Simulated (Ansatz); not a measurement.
**CH₉GaSi₂: a ladder of functionals and wavefunction methods**

Aim: compute CH₉GaSi₂ with functionals from several rungs and with coupled cluster, and see how far each lands from CCSD(T) at the basis-set limit for the atomisation energy.

The runs use Ansatz 0.2.0, Gaussian basis; functionals in def2-TZVPP, the program's frozen cores in correlated methods.

Plan: LDA (SPW92), PBE-D4, revPBE-D4, BLYP-D4, r2SCAN-D4, B97M-V, PBE0-D4, B3LYP-D4, r2SCANh-D4, r2SCAN0-D4, HSE06-D4, BHLYP-D4, CAM-B3LYP-D4, LC-ωPBE, ωB97X-V, ωB97M-V, B2PLYP, PBE-QIDH; CCSD(T)/def2-SVP; CCSD(T)/def2-TZVPP; MP2/def2-QZVPP; extrapolation to the limit; RPA on PBE.

### Step 1. Structure used throughout

The geometry comes from an earlier relaxation with PBE0-D4 in a triple-zeta def2 set; it is a stationary point, not always the lowest conformer.

SMILES `[SiH3]C[SiH2][GaH2]`, 13 atoms, charge 0, spin multiplicity 1.

Atoms are counted from 1 here; the program's logs count them from 0.

Bond lengths: Si1–C2 1.858 Å, Si1–H5 1.486 Å, Si1–H6 1.484 Å, Si1–H7 1.522 Å, C2–Si3 1.900 Å, C2–H8 1.093 Å, C2–H9 1.095 Å, Si3–Ga4 2.421 Å, Si3–H10 1.491 Å, Si3–H11 1.491 Å, Ga4–H12 1.576 Å, Ga4–H13 1.571 Å. Angles: C2–Si1–H5 116.3°, C2–Si1–H6 112.1°, C2–Si1–H7 107.1°, H5–Si1–H6 109.8°, H5–Si1–H7 105.2°, H6–Si1–H7 105.5°, Si1–C2–Si3 105.3°, Si1–C2–H8 112.5°, Si1–C2–H9 108.6°, Si3–C2–H8 113.6°, Si3–C2–H9 108.4°, H8–C2–H9 108.2°, C2–Si3–Ga4 100.4°, C2–Si3–H10 110.6°, C2–Si3–H11 108.3°, Ga4–Si3–H10 115.6°, Ga4–Si3–H11 114.2°, H10–Si3–H11 107.3° and more.

### Step 2. LDA

This LDA is Slater exchange with PW92 correlation.

in.yaml

```yaml
crystal:
  periodic: [false, false, false]
  atoms:
    - {symbol: Si, position_ang: [-1.549678, 0.122475, 0.301753]}
    - {symbol: C, position_ang: [-0.277525, 1.323183, -0.324680]}
    - {symbol: Si, position_ang: [1.400935, 0.570443, 0.150988]}
    - {symbol: Ga, position_ang: [0.955834, -1.776609, -0.243610]}
    - {symbol: H, position_ang: [-2.928579, 0.290065, -0.226957]}
    - {symbol: H, position_ang: [-1.582762, 0.065724, 1.784390]}
    - {symbol: H, position_ang: [-1.115839, -1.265295, -0.149166]}
    - {symbol: H, position_ang: [-0.429448, 2.333703, 0.061898]}
    - {symbol: H, position_ang: [-0.342193, 1.362250, -1.417096]}
    - {symbol: H, position_ang: [2.495268, 1.166306, -0.668125]}
    - {symbol: H, position_ang: [1.679326, 0.909476, 1.575711]}
    - {symbol: H, position_ang: [0.787993, -2.243218, -1.739727]}
    - {symbol: H, position_ang: [0.906648, -2.858513, 0.894610]}
basis:
  gaussian: {orbitals: def2-TZVPP}
hamiltonian: {xc: lda}
output: {orbitals: {seedname: orbitals}}
```

Run with:

```sh
$ ansatz run in.yaml --threads 4 --pin off --events-out ev --progress --plain --max-ram 10444MiB
```

After this run come: PBE-D4 (GGA); revPBE-D4 (GGA); BLYP-D4 (GGA); r2SCAN-D4 (meta-GGA); B97M-V (meta-GGA); PBE0-D4 (hybrid); B3LYP-D4 (hybrid); r2SCANh-D4 (hybrid); r2SCAN0-D4 (hybrid); HSE06-D4 (hybrid); BHLYP-D4 (hybrid); CAM-B3LYP-D4 (range-separated); LC-ωPBE (range-separated); ωB97X-V (range-separated); ωB97M-V (range-separated); B2PLYP (double hybrid); PBE-QIDH (double hybrid); CCSD(T) in def2-SVP; CCSD(T) in def2-TZVPP; MP2 in def2-QZVPP; RPA on PBE orbitals.

**Question.** What will the summary of the whole plan be? Wanted: atomisation energy, CCSD(T)/CBS; farthest beyond LDA; mean size of error, GGA; mean size of error, meta-GGA; mean size of error, hybrid; mean size of error, range-separated; mean size of error, double hybrid; gap, smallest and largest; T1 diagnostic.

**Answer**, as computed:

| quantity | value |
| --- | --- |
| atomisation energy, CCSD(T)/CBS | 3900.3 kJ/mol |
| functionals within 39.0 kJ/mol (1.0 %) | r2SCAN-D4, B97M-V, B3LYP-D4, r2SCANh-D4, r2SCAN0-D4, CAM-B3LYP-D4, ωB97X-V, ωB97M-V |
| farthest beyond LDA | revPBE-D4 (-97.2 kJ/mol) |
| mean size of error, GGA | 73.2 kJ/mol |
| mean size of error, meta-GGA | 11.7 kJ/mol |
| mean size of error, hybrid | 32.8 kJ/mol |
| mean size of error, range-separated | 20.1 kJ/mol |
| mean size of error, double hybrid | 58.5 kJ/mol |
| gap, smallest and largest | 3.74 eV (LDA (SPW92)), 10.36 eV (LC-ωPBE) |
| T1 diagnostic | 0.0129 |
| triples share of the correlation energy | 3.7 % |

In words: The LDA atomisation energy is off by 411.5 kJ/mol (11 %): it overbinds. PBE-D4 is off by -42.8 kJ/mol. Double hybrids carry the basis error of their MP2 part in triple zeta, and no dispersion term here, so their miss is partly the set-up's. The rungs meta-GGA, range-separated, hybrid miss on average by less than the doubt on the reference (39.0 kJ/mol), so they tie. The reference freezes the cores and leaves out relativity and excitations past (T), and its outer-core shells are covered unevenly, so misses under about 39.0 kJ/mol can't be ranked. Hartree-Fock recovers 76 % of the binding; the rest is correlation. CCSD(T) in def2-SVP is off by -235.4 kJ/mol, so the small basis spoils what the method gains. Orbital gaps span 3.7 to 10.4 eV; exact exchange widens them. Correlated methods include outer-core shells of Ga, which these sets cover unevenly.
